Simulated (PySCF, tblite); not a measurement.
# C₄H₁₄AlNSi₂: geometry, infrared bands, NMR shifts and electronic excitations

Aim: predict the infrared bands, NMR shifts and electronic excitations of C₄H₁₄AlNSi₂ (`[SiH3]N([SiH3])[C@@H]1CC[CH2][AlH]1`).

The runs use tblite 0.8.0 and PySCF 2.14.0, with density-fitted response routines of our own; the level of theory stands in each step. All values are computed, except where a source is named. Atoms count from 0, in the outputs and in this text.

### 1 Starting geometry

22 atoms, charge 0, multiplicity 1; geometry from: force field or distance geometry start.

Bonds of the start (Å): Si0–N1 1.82, N1–Si2 1.82, N1–C3 1.48, C3–C4 1.54, C4–C5 1.54, C5–C6 1.53, C6–Al7 1.96, Al7–C3 2.00, Si0–H8 1.47, Si0–H9 1.46, Si0–H10 1.47, Si2–H11 1.48, Si2–H12 1.46, Si2–H13 1.46, C3–H14 1.12, C4–H15 1.11, C4–H16 1.12, C5–H17 1.11, C5–H18 1.12, C6–H19 1.10, C6–H20 1.12, Al7–H21 1.59.

### 2 Geometry optimisation with GFN2-xTB

Job settings and geometry (Å):

```
{"job": {"kind": "relax", "xc": "GFN2-xTB", "basis": "xTB"}, "charge": 0, "multiplicity": 1}
Si     2.339700    -0.795900    -0.990400
N      1.298100     0.491100    -0.241400
Si     2.319900     1.117500     1.133400
C      0.020500    -0.060900     0.258700
C     -0.824400    -0.705500    -0.856100
C     -2.319600    -0.744000    -0.496700
C     -2.788100     0.637000    -0.043100
Al    -1.233600     1.346600     0.921900
H      1.721900    -1.257300    -2.242300
H      3.654300    -0.250900    -1.314000
H      2.473100    -1.931700    -0.068900
H      1.653800     2.279000     1.753400
H      3.614800     1.565000     0.635200
H      2.507400     0.071200     2.140700
H      0.183100    -0.802300     1.083200
H     -0.482000    -1.740700    -1.047700
H     -0.702800    -0.113300    -1.798700
H     -2.915100    -1.084300    -1.367700
H     -2.466400    -1.475100     0.334100
H     -3.013300     1.285200    -0.904100
H     -3.679100     0.552700     0.627100
H     -1.372600     1.636000     2.482500
```

Run with:

```
OMP_NUM_THREADS=1 python probes_run.py task.json out
```

The driver reads the jobs from task.json and runs them one after another.

**Question.** This job is followed by: GFN2-xTB harmonic vibrations, gas phase; PBE0-D3(BJ)/def2-SVP geometry optimisation, gas phase; GIAO PBE0/pcSseg-1 NMR shielding, non-relativistic, gas phase; TDDFT B3LYP/def2-SVPD, vertical, gas phase, core orbitals frozen in the response. Predict these results of the whole session: strongest single infrared mode (GFN2-xTB); zero-point energy (GFN2-xTB); point group; rotational constants (main isotopes); ¹³C shifts against TMS (PBE0/pcSseg-1); ¹H shifts against TMS (PBE0/pcSseg-1, means over atoms taken as alike); ²⁹Si shifts against TMS (PBE0/pcSseg-1, means over atoms taken as alike); ¹⁵N shifts against NH3 (PBE0/pcSseg-1); ²⁷Al shifts against AlH4- (PBE0/pcSseg-1); lowest singlet (B3LYP/def2-SVPD); brightest single state of those computed; lowest triplet; vertical ionisation energy (ΔSCF).

The runs gave:

| quantity | value |
| --- | --- |
| strongest single infrared mode (GFN2-xTB) | 1830 cm⁻¹, 689 km/mol |
| zero-point energy (GFN2-xTB) | 98.6 kcal/mol |
| point group | C1 |
| rotational constants (main isotopes) | 1.91, 0.80, 0.67 GHz |
| ¹³C shifts against TMS (PBE0/pcSseg-1) | 53.9, 38.9, 27.0, 8.1 ppm |
| ¹H shifts against TMS (PBE0/pcSseg-1, means over atoms taken as alike) | 5.43, 4.70, 2.60, 2.25, 2.13, 1.27, 0.95, 0.41, 0.31 ppm |
| ²⁹Si shifts against TMS (PBE0/pcSseg-1, means over atoms taken as alike) | -36.6 ppm |
| ¹⁵N shifts against NH3 (PBE0/pcSseg-1) | 23.0 ppm |
| ²⁷Al shifts against AlH4- (PBE0/pcSseg-1) | 185.6 ppm |
| lowest singlet (B3LYP/def2-SVPD) | 4.04 eV (307 nm), f = 0.002 |
| brightest single state of those computed | state 8, 6.03 eV, f = 0.059 |
| lowest triplet | 3.86 eV |
| vertical ionisation energy (ΔSCF) | 7.88 eV |

What this shows: Relaxing lowered the energy by 1.157 eV in 224 steps; the close pair that moved most is N1–Si2, from 1.824 to 1.716 Å (GFN2-xTB). All 60 modes are real, so the xTB geometry is a minimum. The strongest single mode, at 1830 cm⁻¹, moves mainly H11. Unscaled tight-binding wavenumbers are off by several per cent, some by more. Its intensities can rank the bands wrongly. Over 9 steps the energy fell by 0.343 eV; of the close pairs, Al7–H21 changed most, 1.536 to 1.592 Å (PBE0/def2-SVP). No frequency check was run at this level, so the end point may be a saddle. At PBE0/pcSseg-1: Shielding is most anisotropic at Si0, Si2 (span 148 ppm, paramagnetic term -491 ppm). The lowest singlet, at 4.04 eV, is HOMO→LUMO 0.99 and is weak; of the 10 states computed, the strongest absorption comes from state 8 at 6.03 eV. The lowest triplet lies 0.18 eV below the lowest singlet (triplets in Tamm-Dancoff, singlets in full TDDFT). ΔSCF puts the ionisation energy at 7.88 eV, 1.76 eV above −ε(HOMO).
